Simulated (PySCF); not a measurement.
# CH2FI: NMR shieldings

What do calculations give for the NMR shieldings of CH2FI (`FCI`)?

Computed with PySCF 2.14.0 and routines of our own; the level stands in each step. Atoms count from 0.

### 1 The starting structure

5 atoms, charge 0, multiplicity 1; geometry from: GFN2-xTB.

### 2 Geometry optimisation at PBE0-D3(BJ)/def2-SVP

What the job is given:

```
{"job": {"xc": "PBE0", "basis": "def2-SVP", "d3": "d3bj", "grid": 1, "maxiter": 30, "kind": "geom"}, "charge": 0, "multiplicity": 1}
F     -0.782335     1.136499    -0.127043
C     -0.194012    -0.064502     0.007342
I      1.954306     0.116534    -0.047441
H     -0.470738    -0.485331     0.974075
H     -0.498599    -0.700347    -0.824118
```

The run is started by

```bash
OMP_NUM_THREADS=1 python heavy_run.py task.json out
```

One launch serves the whole session: the jobs run in the order shown.

The log of the run:

```text
step   0  E = -436.59794905  max force = 0.009396
step   1  E = -436.59841315  max force = 0.001004
step   2  E = -436.59841992  max force = 0.000483
step   3  E = -436.59842034  max force = 0.000269
optimisation converged
```

Run time: 15 s. Hardware: 1 thread of Intel Xeon Platinum 8259CL at 2.50GHz, shared host; peak memory 0.3 GiB.

Step by step:

| step | energy from step 0 (eV) | largest force component (eV/Å) |
| --- | --- | --- |
| 0 | 0.0000 | 0.4832 |
| 1 | -0.0126 | 0.0516 |
| 2 | -0.0128 | 0.0248 |
| 3 | -0.0128 | 0.0138 |

Distances of close pairs at the start and the end, largest changes first:

| bond | before (Å) | after (Å) | change (Å) |
| --- | --- | --- | --- |
| C1–H3 | 1.090 | 1.098 | +0.008 |
| C1–H4 | 1.090 | 1.098 | +0.008 |
| C1–I2 | 2.157 | 2.164 | +0.007 |
| F0–C1 | 1.344 | 1.340 | -0.004 |

The next job starts from the end point, and lists it.

| at the end point | value |
| --- | --- |
| point group (found at 0.08 Å tolerance) | Cs |
| rotational constants (GHz, main isotopes) | 39.530, 2.836, 2.693 |
| dipole moment (D) | 1.67 |

### 3 NMR shieldings: PBE0/pcJ-1 I:dyall-v2z (PBE0), spin–orbit

What the job is given:

```
{"job": {"kind": "hnmr", "xc": "PBE0", "basis": {"default": "pcJ-1", "I": "dyall-v2z"}, "rel": "so"}, "charge": 0, "multiplicity": 1}
F     -0.758967     1.176753    -0.118316
C     -0.239991    -0.049898     0.031954
I      1.923120     0.004061     0.027886
H     -0.527736    -0.479141     1.001223
H     -0.525431    -0.700265    -0.805959
```

With the program's defaults for keys left out, this is: PBE0/pcJ-1 I:dyall-v2z GIAO NMR shielding, X2C with spin-orbit coupling, screened-nuclear two-electron part, Gaussian nuclei, gas phase.

The log of the run:

```text
spin-free SCF
coarse grid: 23456 points
cycle   1  E = -7254.3938092471  dE = -9.880e-02  |g| = 5.151e-01  |ddm| = 1.842e+00
cycle   2  E = -7254.3428771721  dE =  5.093e-02  |g| = 7.376e-01  |ddm| = 7.401e-01
cycle   3  E = -7254.4341339465  dE = -9.126e-02  |g| = 4.684e-02  |ddm| = 4.402e-01
cycle   4  E = -7254.4345198457  dE = -3.859e-04  |g| = 1.840e-02  |ddm| = 4.780e-02
cycle   5  E = -7254.4345777000  dE = -5.785e-05  |g| = 5.044e-03  |ddm| = 1.834e-02
cycle   6  E = -7254.4345820415  dE = -4.342e-06  |g| = 2.072e-03  |ddm| = 6.317e-03
final grid: 47600 points
cycle   7  E = -7254.4353230758  dE = -3.004e-06  |g| = 4.504e-03  |ddm| = 4.460e-03
cycle   8  E = -7254.4353212221  dE =  1.854e-06  |g| = 4.246e-03  |ddm| = 6.320e-03
cycle   9  E = -7254.4353243054  dE = -3.083e-06  |g| = 1.160e-03  |ddm| = 4.783e-03
cycle  10  E = -7254.4353245937  dE = -2.883e-07  |g| = 2.097e-04  |ddm| = 1.168e-03
cycle  11  E = -7254.4353246023  dE = -8.637e-09  |g| = 3.290e-05  |ddm| = 1.551e-04
converged SCF energy = -7254.4353246023
two-component SCF
cycle   1  E = -7253.5024096033  dE = -7.254e+03  |FDS-SDF| = 1.219e+02
cycle   2  E = -7255.6695501566  dE = -2.167e+00  |FDS-SDF| = 3.992e-01
cycle   3  E = -7255.6704435599  dE = -8.934e-04  |FDS-SDF| = 1.526e-02
cycle   4  E = -7255.6705107452  dE = -6.719e-05  |FDS-SDF| = 8.058e-03
cycle   5  E = -7255.6705218299  dE = -1.108e-05  |FDS-SDF| = 2.372e-03
cycle   6  E = -7255.6705271985  dE = -5.369e-06  |FDS-SDF| = 1.021e-03
cycle   7  E = -7255.6705278369  dE = -6.384e-07  |FDS-SDF| = 4.327e-04
cycle   8  E = -7255.6705279040  dE = -6.707e-08  |FDS-SDF| = 7.337e-05
cycle   9  E = -7255.6705279055  dE = -1.527e-09  |FDS-SDF| = 1.252e-05
converged, E = -7255.6705279055

Field gradients (au) and densities at the nuclei (bohr^-3)
atom        Vxx        Vyy        Vzz        centre      nuclear mean
  0 F     -1.3202    -1.7223     3.0425        449.560        449.541
  1 C      0.0334     0.4124    -0.4459        125.842        125.840
  2 I     -5.5006    -6.2340    11.7346     246058.154     238252.182
  3 H     -0.1257    -0.1447     0.2703          0.477          0.477
  4 H     -0.1257    -0.1446     0.2703          0.477          0.477
without picture change
  2 I                           12.7334                    537969.991

Core orbital energies (eV)
atom   shell        mean    spread
  2 I  1s       -33018.785   0.000
  2 I  2s        -5126.145   0.000
  2 I  3s        -1045.142   0.000
  2 I  4s         -187.596   0.000
  2 I  5s          -19.396   0.000
  2 I  2p1/2     -4805.967   0.000
  2 I  2p3/2     -4507.779   0.035
  2 I  3p1/2      -912.630   0.000
  2 I  3p3/2      -855.931   0.102
  2 I  4p1/2      -140.782   0.000
  2 I  4p3/2      -129.692   0.256
  2 I  3d3/2      -623.204   0.102
  2 I  3d5/2      -611.441   0.132
  2 I  4d3/2       -53.999   0.315
  2 I  4d5/2       -52.237   0.421

Shielding tensors (ppm)
atom      isotropic    diamagn.    paramagn.     s11        s22        s33       span
  0 F       381.63      468.73      -87.10     300.55     361.51     482.84     182.29
  1 C       134.30      242.09     -107.79      86.96      96.47     219.46     132.49
  2 I      4905.11     5086.24     -181.13    3703.25    4711.37    6300.70    2597.45
  3 H        25.01       27.45       -2.43      16.69      25.87      32.48      15.79
  4 H        25.02       27.46       -2.44      16.69      25.87      32.49      15.80
```

It took 79 s on 1 thread of Intel Xeon Platinum 8259CL at 2.50GHz, shared host; peak memory 1.1 GiB.

In short:

| quantity | value |
| --- | --- |
| energy from spin-orbit coupling | -1.2352 Eh |

### 4 NMR shieldings: KT2/pcJ-1 I:dyall-v2z (KT2), spin–orbit

What the job is given:

```
{"job": {"kind": "hnmr", "xc": "KT2", "basis": {"default": "pcJ-1", "I": "dyall-v2z"}, "rel": "so"}, "charge": 0, "multiplicity": 1}
F     -0.758967     1.176753    -0.118316
C     -0.239991    -0.049898     0.031954
I      1.923120     0.004061     0.027886
H     -0.527736    -0.479141     1.001223
H     -0.525431    -0.700265    -0.805959
```

With the program's defaults for keys left out, this is: KT2/pcJ-1 I:dyall-v2z GIAO NMR shielding, X2C with spin-orbit coupling, screened-nuclear two-electron part, Gaussian nuclei, gas phase.

The log of the run:

```text
spin-free SCF
coarse grid: 23456 points
cycle   1  E = -7276.1559341465  dE = -5.789e-02  |g| = 2.445e+00  |ddm| = 1.956e+00
cycle   2  E = -7276.0176518642  dE =  1.383e-01  |g| = 1.262e+00  |ddm| = 1.154e+00
cycle   3  E = -7275.9844465609  dE =  3.321e-02  |g| = 1.262e+00  |ddm| = 1.296e+00
cycle   4  E = -7276.2109907421  dE = -2.265e-01  |g| = 1.977e-01  |ddm| = 6.502e-01
cycle   5  E = -7276.2147486812  dE = -3.758e-03  |g| = 7.319e-02  |ddm| = 1.968e-01
cycle   6  E = -7276.2158638641  dE = -1.115e-03  |g| = 3.921e-02  |ddm| = 1.092e-01
cycle   7  E = -7276.2162318849  dE = -3.680e-04  |g| = 6.682e-03  |ddm| = 4.875e-02
cycle   8  E = -7276.2162414660  dE = -9.581e-06  |g| = 8.277e-04  |ddm| = 8.013e-03
final grid: 47600 points
cycle   9  E = -7276.2105959045  dE = -5.391e-04  |g| = 5.266e-01  |ddm| = 2.376e-03
cycle  10  E = -7276.2105954295  dE =  4.750e-07  |g| = 8.419e-03  |ddm| = 3.037e-03
cycle  11  E = -7276.2105927866  dE =  2.643e-06  |g| = 4.266e-03  |ddm| = 5.038e-03
cycle  12  E = -7276.2105960010  dE = -3.214e-06  |g| = 1.091e-03  |ddm| = 4.086e-03
cycle  13  E = -7276.2105962422  dE = -2.412e-07  |g| = 4.742e-04  |ddm| = 1.306e-03
cycle  14  E = -7276.2105962924  dE = -5.019e-08  |g| = 1.070e-04  |ddm| = 5.158e-04
cycle  15  E = -7276.2105962946  dE = -2.206e-09  |g| = 6.986e-06  |ddm| = 1.032e-04
converged SCF energy = -7276.2105962946
two-component SCF
cycle   1  E = -7275.2741945478  dE = -7.275e+03  |FDS-SDF| = 1.222e+02
cycle   2  E = -7277.4488798410  dE = -2.175e+00  |FDS-SDF| = 8.357e-02
cycle   3  E = -7277.4488767949  dE =  3.046e-06  |FDS-SDF| = 1.780e-02
cycle   4  E = -7277.4488542157  dE =  2.258e-05  |FDS-SDF| = 1.330e-02
cycle   5  E = -7277.4488851892  dE = -3.097e-05  |FDS-SDF| = 6.414e-03
cycle   6  E = -7277.4488959700  dE = -1.078e-05  |FDS-SDF| = 6.485e-04
cycle   7  E = -7277.4488960120  dE = -4.202e-08  |FDS-SDF| = 1.178e-04
cycle   8  E = -7277.4488960144  dE = -2.408e-09  |FDS-SDF| = 5.348e-05
converged, E = -7277.4488960144

Field gradients (au) and densities at the nuclei (bohr^-3)
atom        Vxx        Vyy        Vzz        centre      nuclear mean
  0 F     -1.3264    -1.8256     3.1520        461.690        461.670
  1 C      0.0313     0.4029    -0.4342        131.261        131.258
  2 I     -5.0623    -5.9784    11.0407     252437.587     243796.753
  3 H     -0.1251    -0.1432     0.2682          0.502          0.502
  4 H     -0.1250    -0.1432     0.2682          0.502          0.502
without picture change
  2 I                           11.9778                    549700.086

Core orbital energies (eV)
atom   shell        mean    spread
  2 I  1s       -32993.034   0.000
  2 I  2s        -5102.948   0.000
  2 I  3s        -1032.187   0.000
  2 I  4s         -181.614   0.000
  2 I  5s          -17.586   0.000
  2 I  2p1/2     -4783.753   0.000
  2 I  2p3/2     -4486.110   0.037
  2 I  3p1/2      -900.984   0.000
  2 I  3p3/2      -844.638   0.105
  2 I  4p1/2      -135.842   0.000
  2 I  4p3/2      -124.961   0.263
  2 I  3d3/2      -615.545   0.096
  2 I  3d5/2      -603.841   0.125
  2 I  4d3/2       -51.605   0.300
  2 I  4d5/2       -49.880   0.402

Shielding tensors (ppm)
atom      isotropic    diamagn.    paramagn.     s11        s22        s33       span
  0 F       358.29      472.65     -114.36     266.34     337.30     471.23     204.90
  1 C       132.54      246.21     -113.66      78.67      99.10     219.86     141.19
  2 I      4825.37     5093.79     -268.42    3611.19    4595.59    6269.32    2658.13
  3 H        24.51       27.67       -3.16      15.82      25.63      32.09      16.27
  4 H        24.51       27.68       -3.17      15.82      25.63      32.09      16.27
```

Run time: 33 s. Hardware: 1 thread of Intel Xeon Platinum 8259CL at 2.50GHz, shared host; peak memory 0.78 GiB.

Key values:

| quantity | value |
| --- | --- |
| energy from spin-orbit coupling | -1.2383 Eh |

### 5 NMR shieldings: B3LYP/pcJ-1 I:dyall-v2z (B3LYP), spin–orbit

What the job is given:

```
{"job": {"kind": "hnmr", "xc": "B3LYP", "basis": {"default": "pcJ-1", "I": "dyall-v2z"}, "rel": "so"}, "charge": 0, "multiplicity": 1}
F     -0.758967     1.176753    -0.118316
C     -0.239991    -0.049898     0.031954
I      1.923120     0.004061     0.027886
H     -0.527736    -0.479141     1.001223
H     -0.525431    -0.700265    -0.805959
```

With the program's defaults for keys left out, this is: B3LYP/pcJ-1 I:dyall-v2z GIAO NMR shielding, X2C with spin-orbit coupling, screened-nuclear two-electron part, Gaussian nuclei, gas phase.

The log of the run:

```text
spin-free SCF
coarse grid: 23456 points
cycle   1  E = -7254.9714127652  dE = -1.088e-01  |g| = 5.183e-01  |ddm| = 1.866e+00
cycle   2  E = -7254.9080036852  dE =  6.341e-02  |g| = 8.074e-01  |ddm| = 7.623e-01
cycle   3  E = -7255.0114322484  dE = -1.034e-01  |g| = 4.971e-02  |ddm| = 4.560e-01
cycle   4  E = -7255.0118323953  dE = -4.001e-04  |g| = 2.591e-02  |ddm| = 6.155e-02
cycle   5  E = -7255.0119449613  dE = -1.126e-04  |g| = 5.774e-03  |ddm| = 2.385e-02
cycle   6  E = -7255.0119506832  dE = -5.722e-06  |g| = 3.387e-03  |ddm| = 9.325e-03
cycle   7  E = -7255.0119526861  dE = -2.003e-06  |g| = 1.548e-04  |ddm| = 2.953e-03
final grid: 47600 points
cycle   8  E = -7255.0124520369  dE = -2.386e-06  |g| = 4.803e-04  |ddm| = 4.132e-04
cycle   9  E = -7255.0124520367  dE =  1.419e-10  |g| = 1.717e-04  |ddm| = 2.763e-04
cycle  10  E = -7255.0124520373  dE = -5.539e-10  |g| = 1.498e-04  |ddm| = 2.179e-04
cycle  11  E = -7255.0124520396  dE = -2.261e-09  |g| = 2.758e-05  |ddm| = 8.821e-05
converged SCF energy = -7255.0124520396
two-component SCF
cycle   1  E = -7254.0790493906  dE = -7.254e+03  |FDS-SDF| = 1.219e+02
cycle   2  E = -7256.2485681612  dE = -2.170e+00  |FDS-SDF| = 3.235e-01
cycle   3  E = -7256.2492317400  dE = -6.636e-04  |FDS-SDF| = 1.489e-02
cycle   4  E = -7256.2492778348  dE = -4.609e-05  |FDS-SDF| = 8.931e-03
cycle   5  E = -7256.2492853248  dE = -7.490e-06  |FDS-SDF| = 2.027e-03
cycle   6  E = -7256.2492880830  dE = -2.758e-06  |FDS-SDF| = 9.633e-04
cycle   7  E = -7256.2492885128  dE = -4.298e-07  |FDS-SDF| = 4.438e-04
cycle   8  E = -7256.2492885756  dE = -6.286e-08  |FDS-SDF| = 5.472e-05
cycle   9  E = -7256.2492885765  dE = -8.222e-10  |FDS-SDF| = 1.751e-05
converged, E = -7256.2492885765

Field gradients (au) and densities at the nuclei (bohr^-3)
atom        Vxx        Vyy        Vzz        centre      nuclear mean
  0 F     -1.3153    -1.7194     3.0347        449.676        449.657
  1 C      0.0245     0.4262    -0.4508        125.988        125.986
  2 I     -5.5726    -6.3211    11.8936     246245.594     238402.910
  3 H     -0.1243    -0.1433     0.2676          0.490          0.490
  4 H     -0.1243    -0.1433     0.2676          0.490          0.490
without picture change
  2 I                           12.9030                    538256.201

Core orbital energies (eV)
atom   shell        mean    spread
  2 I  1s       -32998.962   0.000
  2 I  2s        -5118.217   0.000
  2 I  3s        -1041.082   0.000
  2 I  4s         -185.816   0.000
  2 I  5s          -18.975   0.000
  2 I  2p1/2     -4799.686   0.000
  2 I  2p3/2     -4501.670   0.037
  2 I  3p1/2      -909.287   0.000
  2 I  3p3/2      -852.713   0.104
  2 I  4p1/2      -139.360   0.000
  2 I  4p3/2      -128.264   0.260
  2 I  3d3/2      -620.907   0.102
  2 I  3d5/2      -609.166   0.133
  2 I  4d3/2       -53.250   0.314
  2 I  4d5/2       -51.493   0.421

Shielding tensors (ppm)
atom      isotropic    diamagn.    paramagn.     s11        s22        s33       span
  0 F       374.69      469.50      -94.81     292.75     354.58     476.73     183.97
  1 C       131.12      241.48     -110.36      82.74      89.91     220.72     137.98
  2 I      4759.72     5086.35     -326.63    3485.00    4516.69    6277.48    2792.48
  3 H        25.08       27.65       -2.57      16.70      26.06      32.48      15.78
  4 H        25.08       27.66       -2.59      16.70      26.06      32.48      15.79
```

Run time: 85 s. Hardware: 1 thread of Intel Xeon Platinum 8259CL at 2.50GHz, shared host; peak memory 1.1 GiB.

In short:

| quantity | value |
| --- | --- |
| energy from spin-orbit coupling | -1.2368 Eh |

### 6 NMR shieldings: BHandHLYP/pcJ-1 I:dyall-v2z (BHandHLYP), spin–orbit

What the job is given:

```
{"job": {"kind": "hnmr", "xc": "BHandHLYP", "basis": {"default": "pcJ-1", "I": "dyall-v2z"}, "rel": "so"}, "charge": 0, "multiplicity": 1}
F     -0.758967     1.176753    -0.118316
C     -0.239991    -0.049898     0.031954
I      1.923120     0.004061     0.027886
H     -0.527736    -0.479141     1.001223
H     -0.525431    -0.700265    -0.805959
```

Level: BHandHLYP/pcJ-1 I:dyall-v2z GIAO NMR shielding, X2C with spin-orbit coupling, screened-nuclear two-electron part, Gaussian nuclei, gas phase.

The log of the run:

```text
spin-free SCF
coarse grid: 23456 points
cycle   1  E = -7254.7923079510  dE = -7.924e-02  |g| = 5.618e-01  |ddm| = 1.787e+00
cycle   2  E = -7254.7751219739  dE =  1.719e-02  |g| = 6.577e-01  |ddm| = 7.512e-01
cycle   3  E = -7254.8514974960  dE = -7.638e-02  |g| = 2.591e-02  |ddm| = 3.916e-01
cycle   4  E = -7254.8516610302  dE = -1.635e-04  |g| = 5.341e-03  |ddm| = 3.025e-02
cycle   5  E = -7254.8516701746  dE = -9.144e-06  |g| = 1.622e-03  |ddm| = 9.427e-03
final grid: 47600 points
cycle   6  E = -7254.8519874452  dE = -1.823e-06  |g| = 1.288e-03  |ddm| = 3.284e-03
cycle   7  E = -7254.8519875448  dE = -9.955e-08  |g| = 1.130e-03  |ddm| = 1.688e-03
cycle   8  E = -7254.8519876214  dE = -7.667e-08  |g| = 7.200e-05  |ddm| = 6.484e-04
cycle   9  E = -7254.8519876234  dE = -1.974e-09  |g| = 4.449e-05  |ddm| = 1.461e-04
converged SCF energy = -7254.8519876234
two-component SCF
cycle   1  E = -7253.9195380257  dE = -7.254e+03  |FDS-SDF| = 1.218e+02
cycle   2  E = -7256.0830971059  dE = -2.164e+00  |FDS-SDF| = 7.781e-01
cycle   3  E = -7256.0855959568  dE = -2.499e-03  |FDS-SDF| = 2.902e-02
cycle   4  E = -7256.0858042820  dE = -2.083e-04  |FDS-SDF| = 8.588e-03
cycle   5  E = -7256.0858684499  dE = -6.417e-05  |FDS-SDF| = 5.022e-03
cycle   6  E = -7256.0858971144  dE = -2.866e-05  |FDS-SDF| = 2.164e-03
cycle   7  E = -7256.0859054273  dE = -8.313e-06  |FDS-SDF| = 4.223e-04
cycle   8  E = -7256.0859055273  dE = -9.993e-08  |FDS-SDF| = 1.169e-04
cycle   9  E = -7256.0859055336  dE = -6.328e-09  |FDS-SDF| = 4.080e-05
converged, E = -7256.0859055336

Field gradients (au) and densities at the nuclei (bohr^-3)
atom        Vxx        Vyy        Vzz        centre      nuclear mean
  0 F     -1.3835    -1.7139     3.0974        449.253        449.233
  1 C      0.0369     0.4301    -0.4670        125.768        125.766
  2 I     -5.7358    -6.3897    12.1255     245979.738     238160.587
  3 H     -0.1234    -0.1430     0.2665          0.483          0.483
  4 H     -0.1234    -0.1430     0.2664          0.483          0.483
without picture change
  2 I                           13.1668                    537700.057

Core orbital energies (eV)
atom   shell        mean    spread
  2 I  1s       -33125.639   0.000
  2 I  2s        -5167.577   0.000
  2 I  3s        -1064.055   0.000
  2 I  4s         -195.342   0.000
  2 I  5s          -21.291   0.000
  2 I  2p1/2     -4842.488   0.000
  2 I  2p3/2     -4542.996   0.028
  2 I  3p1/2      -929.050   0.000
  2 I  3p3/2      -871.725   0.093
  2 I  4p1/2      -147.067   0.000
  2 I  4p3/2      -135.801   0.236
  2 I  3d3/2      -634.971   0.103
  2 I  3d5/2      -623.077   0.133
  2 I  4d3/2       -57.240   0.318
  2 I  4d5/2       -55.432   0.424

Shielding tensors (ppm)
atom      isotropic    diamagn.    paramagn.     s11        s22        s33       span
  0 F       398.10      469.61      -71.51     328.51     378.01     487.77     159.26
  1 C       143.91      240.95      -97.04      97.95     104.49     229.28     131.33
  2 I      4967.16     5086.32     -119.16    3778.06    4791.81    6331.61    2553.55
  3 H        25.33       27.51       -2.18      16.99      26.15      32.87      15.88
  4 H        25.33       27.52       -2.18      16.98      26.15      32.87      15.89
```

Wall time 95 s (1 thread of Intel Xeon Platinum 8259CL at 2.50GHz, shared host); peak memory 1.1 GiB.

Key values:

| quantity | value |
| --- | --- |
| energy from spin-orbit coupling | -1.2339 Eh |

### 7 Shieldings side by side

| run | I2 | F0 | C1 | H3 | H4 | time |
| --- | --- | --- | --- | --- | --- | --- |
| step 3, PBE0/pcJ-1 I:dyall-v2z (PBE0), spin–orbit | 4905.1 | 381.6 | 134.3 | 25.0 | 25.0 | 79 s |
| step 4, KT2/pcJ-1 I:dyall-v2z (KT2), spin–orbit | 4825.4 | 358.3 | 132.5 | 24.5 | 24.5 | 33 s |
| step 5, B3LYP/pcJ-1 I:dyall-v2z (B3LYP), spin–orbit | 4759.7 | 374.7 | 131.1 | 25.1 | 25.1 | 85 s |
| step 6, BHandHLYP/pcJ-1 I:dyall-v2z (BHandHLYP), spin–orbit | 4967.2 | 398.1 | 143.9 | 25.3 | 25.3 | 95 s |

### 8 What came out

```
                                                                                     quantity                                                value
                                                                                  point group                                                   Cs
                                                         rotational constants (main isotopes)                                39.53, 2.84, 2.69 GHz
          energy from spin-orbit coupling (step 3, PBE0/pcJ-1 I:dyall-v2z (PBE0), spin–orbit)                                           -1.2352 Eh
                               shieldings (step 3, PBE0/pcJ-1 I:dyall-v2z (PBE0), spin–orbit)  F0 381.6, C1 134.3, I2 4905.1, H3 25.0, H4 25.0 ppm
            energy from spin-orbit coupling (step 4, KT2/pcJ-1 I:dyall-v2z (KT2), spin–orbit)                                           -1.2383 Eh
                                 shieldings (step 4, KT2/pcJ-1 I:dyall-v2z (KT2), spin–orbit)  F0 358.3, C1 132.5, I2 4825.4, H3 24.5, H4 24.5 ppm
        energy from spin-orbit coupling (step 5, B3LYP/pcJ-1 I:dyall-v2z (B3LYP), spin–orbit)                                           -1.2368 Eh
                             shieldings (step 5, B3LYP/pcJ-1 I:dyall-v2z (B3LYP), spin–orbit)  F0 374.7, C1 131.1, I2 4759.7, H3 25.1, H4 25.1 ppm
energy from spin-orbit coupling (step 6, BHandHLYP/pcJ-1 I:dyall-v2z (BHandHLYP), spin–orbit)                                           -1.2339 Eh
                     shieldings (step 6, BHandHLYP/pcJ-1 I:dyall-v2z (BHandHLYP), spin–orbit)  F0 398.1, C1 143.9, I2 4967.2, H3 25.3, H4 25.3 ppm
```

In words: The optimisation took 3 steps and gained 0.013 eV; among the close pairs (by a distance rule), C1–H3 changed most, from 1.090 to 1.098 Å. No frequency check was run at this level, so the end point may be a saddle. In step 3, I2 has the widest tensor, 2597 ppm. I2 moves most between the runs, by 207 ppm; the labels say what changes from run to run.
